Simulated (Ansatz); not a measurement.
# AlRu: the cost of one run

Computed with Ansatz 0.2.0 (DFT PBE, scalar-relativistic, plane waves, PAW, unless a step's input says otherwise).

### Step 1. The starting structure

Symmetry: Pm-3m, No. 221, cubic system. The conventional cell has a = 2.992 Å, b = 2.992 Å, c = 2.992 Å, α = 90.00°, β = 90.00°, γ = 90.00°. Al (site symmetry m-3m) is surrounded by 8 Ru at 2.59 Å. Around Ru (site symmetry m-3m) lie 8 Al at 2.59 Å.

As a file:

```cif
data_structure
_symmetry_space_group_name_H-M 'P 1'
_symmetry_Int_Tables_number 1
_cell_length_a 2.9916
_cell_length_b 2.9916
_cell_length_c 2.9916
_cell_angle_alpha 90.000
_cell_angle_beta 90.000
_cell_angle_gamma 90.000
_cell_volume 26.77
loop_
_atom_site_label
_atom_site_type_symbol
_atom_site_fract_x
_atom_site_fract_y
_atom_site_fract_z
_atom_site_occupancy
Al1 Al 0.00000 0.00000 0.00000 1
Ru1 Ru 0.50000 0.50000 0.50000 1
```

No relaxation comes first: the listed cell is the starting point.

### Step 2. Zero of the scan

Contents of input.yaml:

```yaml
crystal:
  lattice:
    - [2.9916, 0.0, 0.0]
    - [0.0, 2.9916, 0.0]
    - [0.0, 0.0, 2.9916]
  atoms:
    - { symbol: Al, position: [0.0, 0.0, 0.0] }
    - { symbol: Ru, position: [0.5, 0.5, 0.5] }
basis:
  ecutwfc: 420
kpoints:
  mp_grid: { grid: [16, 16, 16] }
hamiltonian:
  xc: pbe
scf:
  occupations: { method: gaussian, width: 0.15 }
output:
  forces: true
  stress: true
  eigenvalues: true
```

Started as:

```console
> ansatz run input.yaml --threads 1 --pin off --max-ram 2560MiB --backend cpu --events-out ev --progress --plain --runs-dir out
```

Q: Estimate wall time and peak memory on 1 thread of Intel Xeon at 2.70GHz, shared host.

About 3.1 s, with a peak of 0.36 GiB.
